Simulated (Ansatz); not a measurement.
# AlClFH3O2: the cost of one run

All numbers below are computed with Ansatz 0.2.0 (RHF/def2-SVP).

### Step 1. The structure to begin with

Bond lengths: Al1–F2 2.040 Å, Al1–O3 1.780 Å, O3–H4 1.010 Å, Al1–O5 1.780 Å, O5–H6 1.010 Å, Al1–Cl7 2.530 Å. Angles: F2–Al1–O3 120.0°, F2–Al1–O5 120.0°, F2–Al1–Cl7 71.6°, O3–Al1–O5 120.0°, O3–Al1–Cl7 96.8°, O5–Al1–Cl7 101.3°, Al1–O3–H4 109.5°, Al1–O5–H6 109.5°.

Coordinates:

```xyz
8

Al    0.0000    0.0000    0.0000
F     0.0000    0.0000    2.0400
O     1.5415    0.0000   -0.8900
H     1.8414   -0.9519   -1.0449
O    -1.5415    0.0000   -0.8900
H    -2.0512   -0.8467   -0.6815
Cl    0.1134    2.3983    0.7978
H     0.0568    1.2020    1.9224
```

### Step 2. Pulling towards end A

Springs on the bonds that form and break draw the guess towards this end; the thresholds are loose.

The input, input.yaml:

```yaml
crystal:
  periodic: [false, false, false]
  atoms:
    - { symbol: Al, position_ang: [0.0, 0.0, 0.0] }
    - { symbol: F, position_ang: [0.0, 0.0, 2.04] }
    - { symbol: O, position_ang: [1.5415, 0.0, -0.89] }
    - { symbol: H, position_ang: [1.8414, -0.9519, -1.0449] }
    - { symbol: O, position_ang: [-1.5415, 0.0, -0.89] }
    - { symbol: H, position_ang: [-2.0512, -0.8467, -0.6815] }
    - { symbol: Cl, position_ang: [0.1134, 2.3983, 0.7978] }
    - { symbol: H, position_ang: [0.0568, 1.202, 1.9224] }
basis:
  gaussian: { orbitals: def2-SVP }
hamiltonian:
  xc: hf
relax:
  f_tol: 0.15
  max_steps: 25
  restrain:
    - { distance: [0, 6], at: 3.43, k: 30.0 }
    - { distance: [7, 1], at: 2.12, k: 30.0 }
    - { distance: [0, 1], at: 1.69, k: 30.0 }
    - { distance: [7, 6], at: 1.37, k: 30.0 }
output:
  orbitals: {}
```

Started as:

```bash
ansatz run input.yaml --threads 1 --pin off --max-ram 2048MiB --backend cpu --events-out ev --progress --plain --runs-dir out
```

What time and memory should one allow on 1 thread of Arm Neoverse V1, shared host?

About 25 s, with a peak of 0.17 GiB.
